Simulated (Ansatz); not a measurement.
# CH₅ClGeOS, SMILES [CH3][Ge]([OH])([SH])[Cl]: a ladder of methods at one geometry

Computed with Ansatz's Python interface.

Input file `ch5clgeos.xyz`:
```text
10

C    -1.32620    0.44870    0.07570
Ge    0.54100    0.20570   -0.05430
O     0.90240   -0.57680   -1.62560
S     1.27240   -1.08460    1.61740
Cl    1.56670    2.10700    0.05460
H    -1.70320    1.16060   -0.77330
H    -1.58990    0.98330    1.03450
H    -1.85860   -0.46570   -0.00610
H     1.92070   -0.68970   -1.54420
H     0.35780   -2.13960    1.22410
```

Script `methods_ch5clgeos.py`:
```python
"""One geometry of CH5ClGeOS, method by method."""

from pathlib import Path
import logging
import sys

import ansatz as az
import numpy as np

logging.basicConfig(stream=sys.stdout, format="%(levelname)s %(message)s")
logger = logging.getLogger("ch5clgeos")
logger.setLevel(logging.INFO)

BASIS_SET = "def2-SVP"


def main() -> None:
    system = az.Crystal.molecule_from_extxyz("ch5clgeos.xyz")

    calculation = system.calculation().basis(gaussian=BASIS_SET)

    logger.info("functional    E (Ha)        dipole (D)   HOMO (eV)  LUMO (eV)")
    for name in ["cam_b3lyp", "b3lyp", "r2scan", "lda"]:
        r = calculation.functional(name).forces().orbitals().run(threads=1, runs_dir="runs").report
        lines = Path(r["orbitals_path"]).read_text().splitlines()
        field_of = lambda key: [line.split("=")[1].strip() for line in lines if line.startswith(key)]
        orbitals = [(27.211386 * float(e), s, float(n)) for e, s, n in zip(field_of("Ene="), field_of("Spin="), field_of("Occup="))]
        homo = max(e for e, _, n in orbitals if n > 0.5)
        lumo = min(e for e, _, n in orbitals if n < 0.5)
        dipole = 4.803205 * np.linalg.norm(r["charge_distribution"]["dipole_moment_e_ang"])
        logger.info(f"{name:10s} {r['free_energy_ev'] / 27.211386246:14.6f} {dipole:9.3f} {homo:11.3f} {lumo:10.3f}")


if __name__ == "__main__":
    main()
```

`python methods_ch5clgeos.py` gives:
```text
INFO functional    E (Ha)        dipole (D)   HOMO (eV)  LUMO (eV)
INFO cam_b3lyp    -3051.298090     1.662      -8.850      0.916
INFO b3lyp        -3051.283471     1.633      -7.234     -0.441
INFO r2scan       -3051.093263     1.822      -6.590     -0.926
INFO lda          -3044.264514     1.708      -6.267     -1.352
```

What to keep in mind:
- Total energies depend on the basis set; only differences at equal settings carry meaning.
- The geometry is a force-field or estimated start, not a minimum of this method, and the basis set is short of its limit. A lower total doesn't mark the better method: functionals have no common bound, and MP2 and coupled cluster aren't variational.
- b3lyp holds the VWN-RPA fit, as in Gaussian; the form of ORCA and Turbomole is b3lyp5.
- Levels such as HOMO and LUMO are orbital energies: with these approximate functionals they aren't the ionisation energy and electron affinity, and their gap isn't the fundamental gap.
- The whole script took 31 s on 1 thread of Arm Neoverse V1, with other jobs on the host, peak memory 0.42 GiB.

(Lines on the test bed's own set-up are left out of the output.)
